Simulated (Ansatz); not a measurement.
**FGeH6NSi: a ladder of functionals and wavefunction methods**

An exercise on one series of results from a longer session: the logs are not shown, and one member is left open.

Computed with Ansatz 0.2.0, Gaussian basis. Level: functionals in def2-TZVPP, the program's frozen cores in correlated methods.

The runs, in order: PBE-D4, r2SCAN-D4, PBE0-D4, B3LYP-D4, ωB97X-V, ωB97M-V, B2PLYP; CCSD(T)/def2-TZVPP; MP2/def2-QZVPP; extrapolation to the limit.

**The relaxed structure**

The geometry comes from an earlier relaxation with PBE0-D4 in a triple-zeta def2 set; it is a stationary point, not always the lowest conformer.

SMILES `[NH2][GeH2][SiH2]F`, 10 atoms, charge 0, spin multiplicity 1.

Atoms are counted from 1 here; the program's logs count them from 0.

Bond lengths: N1–Ge2 1.847 Å, N1–H5 1.011 Å, N1–H6 1.011 Å, Ge2–Si3 2.385 Å, Ge2–H7 1.553 Å, Ge2–H8 1.538 Å, Si3–F4 1.604 Å, Si3–H9 1.487 Å, Si3–H10 1.486 Å. Angles: Ge2–N1–H5 113.8°, Ge2–N1–H6 113.6°, H5–N1–H6 108.1°, N1–Ge2–Si3 108.0°, N1–Ge2–H7 114.1°, N1–Ge2–H8 106.3°, Si3–Ge2–H7 108.4°, Si3–Ge2–H8 112.3°, H7–Ge2–H8 107.8°, Ge2–Si3–F4 110.7°, Ge2–Si3–H9 110.8°, Ge2–Si3–H10 110.8°, F4–Si3–H9 107.7°, F4–Si3–H10 107.8°, H9–Si3–H10 109.0°.

Geometry (Å):

```xyz
10
FGeH6NSi
N    -1.30349    1.29594   -0.30415
Ge    0.38424    0.58574   -0.54591
Si    0.47992   -1.50028    0.60537
F    -0.46936   -2.58222   -0.10307
H    -1.52903    1.49323    0.66144
H    -1.47063    2.13450   -0.84401
H     1.53361    1.48806   -0.01989
H     0.57199    0.42306   -2.06378
H     0.02133   -1.34831    2.01217
H     1.86451   -2.04102    0.60473
```

Set-up of the first run:

The input, in.yaml:

```yaml
crystal:
  periodic: [false, false, false]
  atoms:
    - {symbol: N, position_ang: [-1.303493, 1.295938, -0.304148]}
    - {symbol: Ge, position_ang: [0.384244, 0.585742, -0.545914]}
    - {symbol: Si, position_ang: [0.479917, -1.500280, 0.605375]}
    - {symbol: F, position_ang: [-0.469358, -2.582215, -0.103074]}
    - {symbol: H, position_ang: [-1.529031, 1.493233, 0.661440]}
    - {symbol: H, position_ang: [-1.470632, 2.134500, -0.844005]}
    - {symbol: H, position_ang: [1.533615, 1.488060, -0.019887]}
    - {symbol: H, position_ang: [0.571993, 0.423060, -2.063783]}
    - {symbol: H, position_ang: [0.021330, -1.348312, 2.012166]}
    - {symbol: H, position_ang: [1.864515, -2.041025, 0.604732]}
basis:
  gaussian: {orbitals: def2-TZVPP}
hamiltonian: {xc: pbe, dispersion: d4}
output: {forces: true, orbitals: {seedname: orbitals}}
```

Run with:

```bash
$ ansatz run in.yaml --threads 4 --pin off --events-out ev --progress --plain --max-ram 10444MiB
```

Steps of the session up to this table: PBE-D4 (GGA); r2SCAN-D4 (meta-GGA); PBE0-D4 (hybrid); B3LYP-D4 (hybrid); ωB97X-V (range-separated); ωB97M-V (range-separated); B2PLYP (double hybrid); CCSD(T) in def2-TZVPP; MP2 in def2-QZVPP.

One table of the session follows, with a row left open; its other results are not shown here.

```
            method  atomisation energy (kJ/mol)
            PBE-D4                       3128.2
         r2SCAN-D4                            ?
           PBE0-D4                       3082.8
          B3LYP-D4                       3119.1
           ωB97X-V                       3152.1
           ωB97M-V                       3121.2
            B2PLYP                       3086.5
     HF/def2-TZVPP                       2230.4
    MP2/def2-TZVPP                       3069.4
   CCSD/def2-TZVPP                       3017.2
CCSD(T)/def2-TZVPP                       3056.2
           MP2/CBS                       3157.0
       CCSD(T)/CBS                       3143.8
```

**Question.** Estimate the row for r2SCAN-D4.

**Answer.** atomisation energy (kJ/mol): 3115.4. In the column «atomisation energy (kJ/mol)» it lies between B2PLYP (3086.5) and B3LYP-D4 (3119.1).
